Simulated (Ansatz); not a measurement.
# Sb: the cost of one run

Method: DFT PBEsol, scalar-relativistic, in Ansatz 0.2.0.

### Step 1. Starting point

The structure is trigonal, space group R-3m (No. 166). The conventional cell has a = 4.301 Å, b = 4.301 Å, c = 11.232 Å, α = 90.00°, β = 90.00°, γ = 120.00°. Around Sb (site symmetry 3m) lie 3 Sb at 2.90 Å.

Structure file:

```
Sb
1.0
     2.15060    1.24165    3.74400
    -2.15060    1.24165    3.74400
     0.00000   -2.48330    3.74400
Sb
2
Direct
  0.23364 0.23364 0.23364
  0.76636 0.76636 0.76636
```

The structure is an experimental refinement, used without relaxation.

Atoms are numbered in the order of the input: Sb1, Sb2.

### Step 2. Volume × 0.94, LAPW

The input, input.yaml:

```yaml
crystal:
  lattice:
    - [2.1066982106, 1.216302779, 3.667570391]
    - [-2.1066982106, 1.216302779, 3.667570391]
    - [0.0, -2.4326055579, 3.667570391]
  atoms:
    - { symbol: Sb, position: [0.23364, 0.23364, 0.23364] }
    - { symbol: Sb, position: [0.76636, 0.76636, 0.76636] }
kpoints:
  mp_grid: { grid: [9, 9, 9] }
  band_path:
    path:
      - [0.0, 0.0, 0.0]
      - [0.5, 0.5, 0.5]
      - [0.7600111779, 0.2399888221, 0.5]
      - [0.5, -0.2399888221, 0.2399888221]
      - [0.5, 0.0, 0.0]
      - [0.0, 0.0, 0.0]
      - [0.369994411, -0.369994411, 0.0]
      - [0.630005589, 0.0, 0.369994411]
      - [0.5, 0.0, 0.5]
    npoints: 5
scf:
  occupations: { method: fermi_dirac, width: 0.05 }
hamiltonian:
  xc: pbesol
  pseudopotentials: { kind: all_electron, lapw: { basis_error: 0.0005 } }
output:
  forces: true
  stress: true
  eigenvalues: true
```

Started as:

```bash
ansatz run input.yaml --threads 1 --pin off --max-ram 3072MiB --backend cpu --events-out ev --progress --plain --runs-dir out
```

What time and memory should one allow on 1 thread of Arm Neoverse V2, shared host?

About 27 s, with a peak of 0.44 GiB.
